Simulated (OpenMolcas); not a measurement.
**UBMK/6-311++G(2d,2p) run of [H2]+ (SMILES [H][H+])**

What is the vertical electron affinity of [H2]+ at UBMK/6-311++G(2d,2p)? 

Program for the calculation: OpenMolcas 26.06.

### Step 1. The structure to begin with

[H2]+ has 2 atoms, charge +1, and is taken as a doublet. As SMILES, `[H][H+]`. The coordinates come from a GFN2-xTB relaxation.

### Step 2. The energy at UBMK/6-311++G(2d,2p)

File job.input:

```
* H2 Kohn-Sham DFT

&GATEWAY
  BasLib=$CurrDir
  Coord
  2
  angstrom
  H        0.000000       0.000000       0.000000
  H        0.000000       0.000000       1.026910
  Basis=6-311ppG2d2p
  Group=NoSym

&SEWARD

&SCF
  UHF
  Charge=1
  Spin=2
  KSDFT=2
  1.0 HYB_MGGA_X_BMK
  1.0 GGA_C_BMK
  PrOrbitals=1 1
```

The basis set 6-311++G(2d,2p) is read from a file made from the Basis Set Exchange's data (not shown).

Run with:

```sh
$ export MOLCAS_MEM=1860
$ pymolcas job.input > job.log
```

What it wrote:

```text
--- Start Module: gateway ---
[...]
--- Stop Module: gateway /rc=_RC_ALL_IS_WELL_ ---
--- Start Module: seward ---
[...]
      Basis functions           20
--- Stop Module: seward /rc=_RC_ALL_IS_WELL_ ---
--- Start Module: scf ---
[...]
       Convergence after   9 Iterations
[...]
::    Total KS-DFT energy                              -0.6034360362
[...]
      Total spin, S                                     0.5000000000
[...]
      Total electronic charge=    1.000000
      Total            charge=    1.000000
[...]
      Dipole Moment (debye):
      Origin of the operator (angstrom)=    0.0000    0.0000    0.5135
                   X=  1.6260E-16               Y= -6.2461E-17               Z=  4.9212E-15           Total=  4.9243E-15
      Center of Charge (angstrom)
[...]
--- Stop Module: scf /rc=_RC_ALL_IS_WELL_ ---
[...]
```

Run time: 1.6 s. Hardware: 1 thread of Intel Xeon 6975P-C (Granite Rapids), shared host; peak memory 0.37 GiB.

### Step 3. Singlet neutral H2 at the same level

File job.inp:

```
>>> EXPORT MOLCAS_PRINT=2

&GATEWAY
  BASLIB
  $CurrDir
  COORD
  2
  angstrom
  H        0.000000       0.000000       0.000000
  H        0.000000       0.000000       1.026910
  BASIS
  6-311ppG2d2p
  GROUP
  NoSym

&SEWARD

&SCF
  KSDFT
  2
  1.0 HYB_MGGA_X_BMK
  1.0 GGA_C_BMK
  PRORBITALS
  1 1
```

The basis set 6-311++G(2d,2p) is read from a file made from the Basis Set Exchange's data (not shown).

Run with:

```sh
$ export MOLCAS_MEM=1860
$ pymolcas job.inp > job.log
```

What it wrote:

```text
--- Start Module: gateway ---
[...]
--- Stop Module: gateway /rc=_RC_ALL_IS_WELL_ ---
--- Start Module: seward ---
[...]
      Basis functions           20
--- Stop Module: seward /rc=_RC_ALL_IS_WELL_ ---
--- Start Module: scf ---
[...]
       Convergence after   6 Iterations
[...]
::    Total KS-DFT energy                              -1.1353322396
[...]
      Total spin, S                                     0.0000000000
[...]
      Total electronic charge=    2.000000
      Total            charge=   -0.000000
[...]
      Dipole Moment (debye):
      Origin of the operator (angstrom)=    0.0000    0.0000    0.5135
                   X= -3.0686E-16               Y=  9.9462E-17               Z=  5.3195E-15           Total=  5.3292E-15
      Quadrupole Moment (debye*angstrom):
[...]
--- Stop Module: scf /rc=_RC_ALL_IS_WELL_ ---
[...]
```

Run time: 1.3 s. Hardware: 1 thread of Intel Xeon 6975P-C (Granite Rapids), shared host; peak memory 0.37 GiB.

### Step 4. What came out

Level: UBMK/6-311++G(2d,2p).

```
                                           quantity        value
                        doublet [H2]+: total energy  -0.60344 Eh
  doublet [H2]+: HOMO energy (highest over α and β)    -26.62 eV
                                doublet [H2]+: ⟨S²⟩        0.750
                   singlet neutral H2: total energy  -1.13533 Eh
                  singlet neutral H2: dipole moment       0.00 D
                    singlet neutral H2: HOMO energy    -11.54 eV
                    singlet neutral H2: LUMO energy      0.51 eV
                  singlet neutral H2: HOMO–LUMO gap     12.05 eV
vertical electron affinity (to the singlet neutral)    14.474 eV
```

This program's gradients are faulty for this kind of reference, so any forces in the log (doublet [H2]+) can't be trusted; the energy can. At fixed nuclei the extra electron is bound by 14.47 eV (334 kcal/mol).
